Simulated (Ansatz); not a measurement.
# AlH6ClO4: the cost of one run

Program: Ansatz 0.2.0. Level of theory: DFT LDA, plane waves, PAW, scalar-relativistic, no spin polarisation. These are calculated values, not measurements.

### Step 1. The structure to begin with

The cell holds 24 atoms (Al2Cl2H12O8): a = 8.092 Å, b = 8.092 Å, c = 5.231 Å, α = 107.93°, β = 107.93°, γ = 112.79°.

Its coordinates follow in the input file.

### Step 2. Run 1

180 steps of 0.5 fs at constant energy, with velocities drawn for 2400 K.

File input.yaml:

```yaml
accuracy: low
crystal:
  lattice:
    - [4.47882, -6.739293, 0.0]
    - [4.47882, 6.739293, 0.0]
    - [-2.910192, 0.0, 4.346701]
  atoms:
    - { symbol: Al, position: [0.05162, 0.94838, 0.25] }
    - { symbol: Al, position: [0.94838, 0.05162, 0.75] }
    - { symbol: H, position: [0.1659, 0.2999, 0.308] }
    - { symbol: H, position: [0.7001, 0.8341, 0.192] }
    - { symbol: H, position: [0.8341, 0.7001, 0.692] }
    - { symbol: H, position: [0.2999, 0.1659, 0.808] }
    - { symbol: H, position: [0.9116, 0.6088, 0.242] }
    - { symbol: H, position: [0.3912, 0.0884, 0.258] }
    - { symbol: H, position: [0.0884, 0.3912, 0.758] }
    - { symbol: H, position: [0.6088, 0.9116, 0.742] }
    - { symbol: H, position: [0.1036, 0.665, 0.3016] }
    - { symbol: H, position: [0.335, 0.8964, 0.1984] }
    - { symbol: H, position: [0.8964, 0.335, 0.6984] }
    - { symbol: H, position: [0.665, 0.1036, 0.8016] }
    - { symbol: Cl, position: [0.339585, 0.660415, 0.75] }
    - { symbol: Cl, position: [0.660415, 0.339585, 0.25] }
    - { symbol: O, position: [0.09651, 0.17505, 0.17868] }
    - { symbol: O, position: [0.82495, 0.90349, 0.32132] }
    - { symbol: O, position: [0.90349, 0.82495, 0.82132] }
    - { symbol: O, position: [0.17505, 0.09651, 0.67868] }
    - { symbol: O, position: [0.01256, 0.68986, 0.2384] }
    - { symbol: O, position: [0.31014, 0.98744, 0.2616] }
    - { symbol: O, position: [0.98744, 0.31014, 0.7616] }
    - { symbol: O, position: [0.68986, 0.01256, 0.7384] }
basis:
  ecutwfc: 420.0
kpoints:
  mp_grid: { grid: [2, 2, 3] }
hamiltonian:
  xc: lda
scf:
  occupations: { method: fermi_dirac, width: 0.05 }
  lower_state_search: "off"
md:
  timestep: 0.5
  n_steps: 180
  ensemble: nve
  temperature: 2400.0
  initial_velocities: maxwell_boltzmann
  seed: 370290
```

Launch:

```bash
> ansatz run input.yaml --threads 1 --pin off --max-ram 3072MiB --backend cpu --events-out ev --progress --plain --runs-dir out
```

What time and memory should one allow on 1 thread of Intel Xeon Platinum 8488C (Sapphire Rapids), shared host?

About 13 min, with a peak of 0.56 GiB.
